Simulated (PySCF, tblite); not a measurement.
**CH11BO2Si3: geometry, infrared bands and NMR shifts**

What infrared bands and NMR shifts should CH11BO2Si3 (`COB[SiH2]O[SiH2][SiH3]`) show?

Programs: tblite 0.8.0 and PySCF 2.14.0, with density-fitted response routines of our own. Each step states its level of theory. These are calculated values for one molecule in the gas phase, unless marked as measured. Atoms count from 0, in the outputs and in this text.

**1. The molecule as given**

18 atoms, charge 0, multiplicity 1; geometry from: force field or distance geometry start.

Bonds of the start (Å): C0–O1 1.38, O1–B2 1.46, B2–Si3 1.93, Si3–O4 1.74, O4–Si5 1.73, Si5–Si6 2.23, C0–H7 1.11, C0–H8 1.11, C0–H9 1.13, B2–H10 1.20, Si3–H11 1.45, Si3–H12 1.46, Si5–H13 1.47, Si5–H14 1.47, Si6–H15 1.48, Si6–H16 1.48, Si6–H17 1.48.

**2. Optimising the geometry with GFN2-xTB**

Job settings and geometry (Å):

```
{"job": {"kind": "relax", "xc": "GFN2-xTB", "basis": "xTB"}, "charge": 0, "multiplicity": 1}
C     -2.732900    -1.464000    -0.212500
O     -2.509800    -0.671100     0.891400
B     -2.335700     0.704800     0.436200
Si    -0.702400     1.117500    -0.503900
O      0.666800     1.061700     0.563000
Si     2.036600     1.114200    -0.488800
Si     3.283600    -0.723300    -0.266000
H     -2.379400    -2.490600     0.029500
H     -2.117600    -1.101800    -1.066800
H     -3.815200    -1.467600    -0.524300
H     -3.339100     1.207400    -0.000500
H     -0.694600     2.420900    -1.128600
H     -0.497800     0.067400    -1.490800
H      2.911100     2.264400    -0.216000
H      1.586300     1.223700    -1.888100
H      4.381000    -0.377200     0.661700
H      2.450500    -1.825000     0.273500
H      3.799900    -1.055300    -1.610100
```

Launch:

```console
$ OMP_NUM_THREADS=1 python probes_run.py task.json out
```

One launch serves the whole session: the jobs run in the order shown.

**Question.** This job is followed by: GFN2-xTB harmonic vibrations, gas phase; GIAO PBE0/pcSseg-1 NMR shielding, non-relativistic, gas phase. Predict these results of the whole session: strongest single infrared mode (GFN2-xTB); zero-point energy (GFN2-xTB); 13C shifts against TMS (PBE0/pcSseg-1); 1H shifts against TMS (PBE0/pcSseg-1, means over atoms taken as alike); 17O shifts against H2O (PBE0/pcSseg-1); 11B shifts against BF3·OEt2 (PBE0/pcSseg-1); 29Si shifts against TMS (PBE0/pcSseg-1).

As calculated:

| quantity | value |
| --- | --- |
| strongest single infrared mode (GFN2-xTB) | 2198 cm⁻¹, 661 km/mol |
| zero-point energy (GFN2-xTB) | 72.3 kcal/mol |
| 13C shifts against TMS (PBE0/pcSseg-1) | 67.9 ppm |
| 1H shifts against TMS (PBE0/pcSseg-1, means over atoms taken as alike) | 6.00, 5.66, 5.36, 4.42, 3.42 ppm |
| 17O shifts against H2O (PBE0/pcSseg-1) | 241.7, -16.0 ppm |
| 11B shifts against BF3·OEt2 (PBE0/pcSseg-1) | 58.2 ppm |
| 29Si shifts against TMS (PBE0/pcSseg-1) | -30.1, -37.4, -119.4 ppm |

What this shows: Relaxing lowered the energy by 2.519 eV in 269 steps; the close pair that moved most is O1–B2, from 1.460 to 1.327 Å. The lowest mode is slightly imaginary (19i cm⁻¹), a soft motion within the noise of the Hessian, so the minimum is not strictly shown. The strongest single mode, at 2198 cm⁻¹, moves mainly H17 and H16. Unscaled tight-binding wavenumbers are off by several per cent, some by more. Its intensities can rank the bands wrongly. At PBE0/pcSseg-1: The widest tensor belongs to O1: span 509 ppm, with a paramagnetic part of -308 ppm.
